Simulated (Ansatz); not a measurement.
# CH₃BO₂: one species, many methods

The task here is to estimate one member of a computed series from the others.

Method: functionals in def2-TZVPP, the program's frozen cores in correlated methods; program: Ansatz 0.2.0, Gaussian basis.

Plan: LDA (SPW92), PBE-D4, revPBE-D4, BLYP-D4, r2SCAN-D4, B97M-V, PBE0-D4, B3LYP-D4, r2SCANh-D4, r2SCAN0-D4, HSE06-D4, BHLYP-D4, CAM-B3LYP-D4, LC-ωPBE, ωB97X-V, ωB97M-V, B2PLYP, PBE-QIDH; CCSD(T)/def2-SVP; CCSD(T)/def2-TZVPP; MP2/def2-QZVPP; extrapolation to the limit; RPA on PBE.

## The geometry

All runs share one geometry, relaxed beforehand with PBE0-D4 in a triple-zeta def2 set.

SMILES `OB1CO1`, 7 atoms, charge 0, spin multiplicity 1.

Atoms are counted from 1 here; the program's logs count them from 0.

Bond lengths: O1–B2 1.341 Å, O1–H5 0.959 Å, B2–C3 1.507 Å, B2–O4 1.334 Å, C3–O4 1.511 Å, C3–H6 1.087 Å, C3–H7 1.087 Å. Angles: B2–O1–H5 113.6°, O1–B2–C3 159.4°, O1–B2–O4 136.7°, C3–B2–O4 63.9°, B2–C3–O4 52.5°, B2–C3–H6 122.7°, B2–C3–H7 122.7°, O4–C3–H6 112.5°, O4–C3–H7 112.5°, H6–C3–H7 114.0°, B2–O4–C3 63.6°.

Set-up of the first run:

in.yaml

```yaml
crystal:
  periodic: [false, false, false]
  atoms:
    - {symbol: O, position_ang: [-1.464363, 0.371732, -1.006662]}
    - {symbol: B, position_ang: [-0.448394, -0.119973, -0.283291]}
    - {symbol: C, position_ang: [0.818630, -0.148295, 0.532905]}
    - {symbol: O, position_ang: [-0.053426, -1.319910, 0.146077]}
    - {symbol: H, position_ang: [-1.427263, 1.323255, -1.122623]}
    - {symbol: H, position_ang: [0.829787, 0.024494, 1.605893]}
    - {symbol: H, position_ang: [1.806330, -0.199303, 0.082200]}
basis:
  gaussian: {orbitals: def2-TZVPP}
hamiltonian: {xc: lda}
output: {orbitals: {seedname: orbitals}}
```

Run with:

```sh
$ ansatz run in.yaml --threads 2 --pin off --events-out ev --progress --plain --max-ram 4352MiB
```

Among the steps run: LDA; PBE-D4 (GGA); revPBE-D4 (GGA); BLYP-D4 (GGA); r2SCAN-D4 (meta-GGA); B97M-V (meta-GGA); PBE0-D4 (hybrid); B3LYP-D4 (hybrid); r2SCANh-D4 (hybrid); r2SCAN0-D4 (hybrid); HSE06-D4 (hybrid); BHLYP-D4 (hybrid); CAM-B3LYP-D4 (range-separated); LC-ωPBE (range-separated); ωB97X-V (range-separated); ωB97M-V (range-separated); B2PLYP (double hybrid); PBE-QIDH (double hybrid).

One table of the session follows, with a row left open; its other results are not shown here.

| functional | HOMO (eV) | LUMO (eV) | gap (eV) |
| --- | --- | --- | --- |
| LDA (SPW92) | -6.83 | -0.53 | 6.29 |
| PBE-D4 | -6.65 | -0.41 | 6.23 |
| revPBE-D4 | -6.58 | -0.36 | 6.21 |
| BLYP-D4 | -6.56 | -0.48 | 6.07 |
| r2SCAN-D4 | -6.90 | 0.29 | 7.19 |
| B97M-V | -6.97 | -0.14 | 6.82 |
| PBE0-D4 | -8.08 | 0.42 | 8.51 |
| B3LYP-D4 | -7.87 | 0.03 | 7.91 |
| r2SCANh-D4 | -7.44 | 0.54 | 7.98 |
| r2SCAN0-D4 | -8.25 | 0.88 | 9.13 |
| HSE06-D4 | -7.67 | 0.06 | 7.73 |
| BHLYP-D4 | -9.45 | 0.97 | 10.41 |
| CAM-B3LYP-D4 | -9.56 | 1.12 | 10.68 |
| LC-ωPBE | -10.93 | 2.43 | 13.36 |
| ωB97X-V | ? | ? | ? |
| ωB97M-V | -10.42 | 1.74 | 12.16 |

Estimate the missing values for ωB97X-V.

As computed: HOMO (eV): -10.53; LUMO (eV): 2.25; gap (eV): 12.78. In the column «HOMO (eV)» it lies between LC-ωPBE (-10.93) and ωB97M-V (-10.42).
